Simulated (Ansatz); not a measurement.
# CHFGe (quintet): from Hartree-Fock to the top rungs, cc-pVDZ

Aim: climb from Hartree-Fock through coupled cluster for CHFGe (quintet) at one geometry and basis, and see what each rung misses.

Program: Ansatz 0.2.0, Gaussian basis. Level of theory: cc-pVDZ, core rule «outside noble gas», up to 16 orbitals frozen. These are calculated values, not measurements.

Plan: UHF; CCSD(T) on ROHF; CCSD(T) on UHF; BCCD(T) on ROHF; CISD as a restricted active space (open shells left free, so some higher excitations enter); CCSDT(Q) on ROHF; CCSDT(Q) on UHF.

9 further runs of the same task are left out: 2 for a known fault of the program, 1 that didn't finish, 6 set aside as unsound or not needed. Runs told in other sessions of the task aren't counted.

## (1) The system

The geometry is a PBE0/def2-TZVP stationary point (not a proven minimum) of the parent state, kept for this charge and spin. No spin-orbit coupling is included. The filled d shell of Ge may be among the frozen orbitals whatever the setting's name suggests.

4 atoms, charge 0, spin multiplicity 5.

Atoms are counted from 1 here; the program's logs count them from 0.

Bond lengths: F1–C2 1.297 Å, C2–Ge3 1.952 Å, Ge3–H4 1.585 Å. Angles: F1–C2–Ge3 126.2°, C2–Ge3–H4 90.7°.

## (2) UHF

Input file in.yaml:

```yaml
crystal:
  periodic: [false, false, false]
  atoms:
    - {symbol: F, position_ang: [0.000000, -0.178389, 2.174912]}
    - {symbol: C, position_ang: [0.000000, 0.564387, 1.112124]}
    - {symbol: Ge, position_ang: [0.000000, -0.066466, -0.735166]}
    - {symbol: H, position_ang: [0.000000, 1.427192, -1.264730]}
basis:
  gaussian: {orbitals: cc-pVDZ}
magnetization: {spin_polarized: true, initial_magnetization: 4}
hamiltonian: {xc: hf}
output: {orbitals: {seedname: orbitals}}
```

Run with:

```
$ ansatz run in.yaml --threads 1 --pin off --events-out ev --progress --plain --max-ram 2560MiB --backend cpu
```

The runs that follow: CCSD(T) on ROHF; CCSD(T) on UHF; BCCD(T) on ROHF; CISD as a restricted active space (open shells left free, so some higher excitations enter); CCSDT(Q) on ROHF; CCSDT(Q) on UHF.

**Question.** What will the summary of the whole plan be? Wanted: UCCSDT(Q) from the RHF energy; RMP2 from UCCSDT(Q); UMP2 from UCCSDT(Q); RCCSD from UCCSDT(Q); RCCSD(T) from UCCSDT(Q); UCCSD(T) from UCCSDT(Q); RCCSDT(Q) from UCCSDT(Q); T1 diagnostic.

The runs gave:

```
                         quantity                      value
    UCCSDT(Q) from the ROHF energy                -10.0031 eV
              RMP2 from UCCSDT(Q)              +104.7 kJ/mol
              UMP2 from UCCSDT(Q)              +103.0 kJ/mol
             RCCSD from UCCSDT(Q)               +27.8 kJ/mol
          RCCSD(T) from UCCSDT(Q)                +6.1 kJ/mol
          UCCSD(T) from UCCSDT(Q)                +4.7 kJ/mol
         RCCSDT(Q) from UCCSDT(Q)                +1.7 kJ/mol
levels within 1 kcal/mol (43 meV)  RCCSDT, UCCSDT, RCCSDT(Q)
                    T1 diagnostic                      0.028
```

What this shows: RCCSD(T) lands +6.1 kJ/mol from the yardstick (0.6 % of the correlation energy). These misses are within one basis, not against nature; the frozen cores of restricted and unrestricted runs differ, which can shift their rows.
